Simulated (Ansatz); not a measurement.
# YSi2: energy and pressure over a range of volumes

One table from this session's results is given with a row withheld; the runs are named, their logs left out.

Program: Ansatz 0.2.0. Level of theory: DFT PBEsol, scalar-relativistic. These are calculated values, not measurements.

**The starting structure**

Symmetry: P6/mmm, No. 191, hexagonal system. The conventional cell has a = 3.830 Å, b = 3.830 Å, c = 4.140 Å, α = 90.00°, β = 90.00°, γ = 120.00°. Around Y (site symmetry 6/mmm) lie 12 Si at 3.03 Å. Si (site symmetry -6m2) is surrounded by 3 Si at 2.21 Å and 6 Y at 3.03 Å.

Coordinates:

```
Y Si
1.0
     3.83000    0.00000    0.00000
    -1.91500    3.31688    0.00000
     0.00000    0.00000    4.14000
Y Si
1 2
Direct
  0.00000 0.00000 0.00000
  0.33333 0.66667 0.50000
  0.66667 0.33333 0.50000
```

The geometry is a database entry used as it stands. It may stem from high pressure or temperature, or be incomplete, so it serves as a test cell.

Atoms are numbered in the order of the input: Y1, Si2, Si3.

Set-up of the first run:

input.yaml

```yaml
crystal:
  lattice:
    - [3.7518159432, 0.0, 0.0]
    - [-1.8759079715, 3.2491679171, 0.0]
    - [0.0, 0.0, 4.0554864901]
  atoms:
    - { symbol: "Y", position: [0.0, 0.0, 0.0] }
    - { symbol: Si, position: [0.3333333333, 0.6666666667, 0.5] }
    - { symbol: Si, position: [0.6666666667, 0.3333333333, 0.5] }
kpoints:
  mp_grid: { grid: [12, 12, 10] }
  band_path:
    path:
      - [0.0, 0.0, 0.0]
      - [0.5, 0.0, 0.0]
      - [0.3333333333, 0.3333333333, 0.0]
      - [0.0, 0.0, 0.0]
      - [0.0, 0.0, 0.5]
      - [0.5, 0.0, 0.5]
      - [0.3333333333, 0.3333333333, 0.5]
      - [0.0, 0.0, 0.5]
      - [0.5, 0.0, 0.5]
    npoints: 5
scf:
  occupations: { method: fermi_dirac, width: 0.05 }
hamiltonian:
  xc: pbesol
  pseudopotentials: { kind: all_electron, lapw: { basis_error: 0.001 } }
output:
  forces: true
  stress: true
  eigenvalues: true
```

Run with:

```console
> ansatz run input.yaml --threads 1 --pin off --max-ram 4096MiB --backend cpu --events-out ev --progress --plain --runs-dir out
```

Among the steps run: Volume × 0.94, LAPW; Volume × 0.94, PAW; Volume × 0.94, crystal datasets; Volume × 0.98, LAPW; Volume × 0.98, PAW; Volume × 0.98, crystal datasets; Volume × 1.01, LAPW; Volume × 1.01, PAW; Volume × 1.01, crystal datasets; Volume × 1.04, LAPW; Volume × 1.04, PAW; Volume × 1.04, crystal datasets.

One table of the session follows, with a row left open; its other results are not shown here.

| method | volume (Å³/atom) | pressure (GPa) |
| --- | --- | --- |
| LAPW | 16.479 | 19.06 |
| LAPW | 17.180 | 12.22 |
| LAPW | 17.531 | 9.28 |
| LAPW | 17.706 | 7.92 |
| LAPW | 18.232 | 4.26 |
| PAW | 16.479 | 19.15 |
| PAW | 17.180 | 12.28 |
| PAW | 17.531 | 9.33 |
| PAW | 17.706 | 7.97 |
| PAW | 18.232 | ? |
| crystal datasets | 16.479 | 19.06 |
| crystal datasets | 17.180 | 12.21 |
| crystal datasets | 17.531 | 9.28 |
| crystal datasets | 17.706 | 7.92 |
| crystal datasets | 18.232 | 4.26 |

**Question.** Estimate the row for PAW, 18.232.

As computed: pressure (GPa): 4.30. In the column «pressure (GPa)» it lies between crystal datasets, 18.232 (4.26) and LAPW, 17.706 (7.92).

To keep in mind: Warnings in the runs' records: gradients without spin orbit, crystal datasets made.
